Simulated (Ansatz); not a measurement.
# AlSiBH₃F: small, medium and large basis sets

How large a basis does AlSiBH₃F need? Two functionals are run in growing sets.

Computed with Ansatz 0.2.0, Gaussian basis. Level: one geometry, several basis sets.

The runs, in order: PBE0-D4/def2-SVP; ωB97M-V/def2-SVP; PBE0-D4/def2-QZVPP; ωB97M-V/def2-QZVPP; the functionals' def2-TZVPP values are taken from earlier runs.

### 1 The relaxed structure

All runs share one geometry, relaxed beforehand with PBE0-D4 in a triple-zeta def2 set.

SMILES `F[B]1[AlH][SiH2]1`, 7 atoms, charge 0, spin multiplicity 1.

Atoms are counted from 1 here; the program's logs count them from 0.

Bond lengths: F1–B2 1.319 Å, B2–Al3 2.064 Å, B2–Si4 1.923 Å, Al3–Si4 2.427 Å, Al3–H5 1.586 Å, Si4–H6 1.498 Å, Si4–H7 1.567 Å. Angles: F1–B2–Al3 142.4°, F1–B2–Si4 138.2°, Al3–B2–Si4 74.9°, B2–Al3–Si4 49.9°, B2–Al3–H5 167.3°, Si4–Al3–H5 140.1°, B2–Si4–Al3 55.2°, B2–Si4–H6 149.6°, B2–Si4–H7 94.2°, Al3–Si4–H6 150.8°, Al3–Si4–H7 49.6°, H6–Si4–H7 102.6°.

### 2 PBE0-D4 in def2-SVP

File in.yaml:

```yaml
crystal:
  periodic: [false, false, false]
  atoms:
    - {symbol: F, position_ang: [-0.934892, -2.248940, 0.983232]}
    - {symbol: B, position_ang: [-0.443304, -1.173100, 0.399357]}
    - {symbol: Al, position_ang: [1.332731, -0.212222, -0.026755]}
    - {symbol: Si, position_ang: [-0.916510, 0.676590, 0.171361]}
    - {symbol: H, position_ang: [2.776122, 0.225591, -0.517327]}
    - {symbol: H, position_ang: [-1.944944, 1.717237, -0.152014]}
    - {symbol: H, position_ang: [0.191998, 0.946845, -0.903454]}
basis:
  gaussian: {orbitals: def2-SVP}
hamiltonian: {xc: pbe0, dispersion: d4}
output: {orbitals: {seedname: orbitals}}
```

Command:

```console
$ ansatz run in.yaml --threads 2 --pin off --events-out ev --progress --plain --max-ram 4352MiB
```

Further steps of the session: ωB97M-V in def2-SVP; PBE0-D4 in def2-QZVPP; ωB97M-V in def2-QZVPP.

Q: Predict the results of all the runs planned. Wanted: PBE0-D4: double and triple zeta above quadruple; ωB97M-V: double and triple zeta above quadruple.

**Answer**, as computed:

```
                                       quantity          value
PBE0-D4: double and triple zeta above quadruple  9.77, 0.63 eV
ωB97M-V: double and triple zeta above quadruple  9.82, 0.60 eV
```

For PBE0-D4 the step from double to triple zeta gains 9.14 eV and the next only 0.63 eV. These are total energies; as a rule much of such shifts cancels in differences, which this series doesn't test.
